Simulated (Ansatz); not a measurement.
# Tl3MoIr: the cost of one run

Program: Ansatz 0.2.0. Level of theory: DFT PBE, scalar-relativistic, plane waves, PAW. These are calculated values, not measurements.

## Step 1: The system as given

It takes space group Pm-3m (No. 221, cubic). The conventional cell has a = 5.069 Å, b = 5.069 Å, c = 5.069 Å, α = 90.00°, β = 90.00°, γ = 90.00°. Tl (site symmetry 4/mmm) is surrounded by 2 Mo at 2.53 Å. Mo (site symmetry m-3m) has 6 Tl at 2.53 Å as nearest neighbours. Ir (site symmetry m-3m) is surrounded by 12 Tl at 3.58 Å.

As a file:

```xyz
5
Lattice="5.0687 0.0000 0.0000 0.0000 5.0687 0.0000 0.0000 0.0000 5.0687" Properties=species:S:1:pos:R:3 pbc="T T T"
Tl    2.5343    0.0000    0.0000
Tl    0.0000    2.5343    0.0000
Tl    0.0000    0.0000    2.5343
Mo    0.0000    0.0000    0.0000
Ir    2.5343    2.5343    2.5343
```

A structure generator made this guess: species swapped into a database cell of Lu3GaC (Pm-3m, No. 221), with Tl on the Lu sites, Ir on the Ga sites and Mo on the C sites. Its size is a rough estimate.

## Step 2: The guess as it stands, on a coarse mesh

Input file input.yaml:

```yaml
crystal:
  lattice:
    - [5.06866021, 0.0, 0.0]
    - [0.0, 5.06866021, 0.0]
    - [0.0, 0.0, 5.06866021]
  atoms:
    - { symbol: Tl, position: [0.5, 0.0, 0.0] }
    - { symbol: Tl, position: [0.0, 0.5, 0.0] }
    - { symbol: Tl, position: [0.0, 0.0, 0.5] }
    - { symbol: Mo, position: [0.0, 0.0, 0.0] }
    - { symbol: Ir, position: [0.5, 0.5, 0.5] }
basis:
  ecutwfc: 420
kpoints:
  mp_grid: { grid: [4, 4, 4] }
hamiltonian:
  xc: pbe
scf:
  occupations: { method: gaussian, width: 0.1 }
  lower_state_search: "off"
output:
  forces: true
  stress: true
  eigenvalues: true
```

Command:

```
ansatz run input.yaml --threads 1 --pin off --max-ram 2048MiB --backend cpu --events-out ev --progress --plain --runs-dir out
```

**Question.** How long does this run take on 1 thread of Intel Xeon Platinum 8375C at 2.90GHz (Ice Lake), shared host, and how much memory does it need?

About 3.5 s, with a peak of 0.46 GiB.
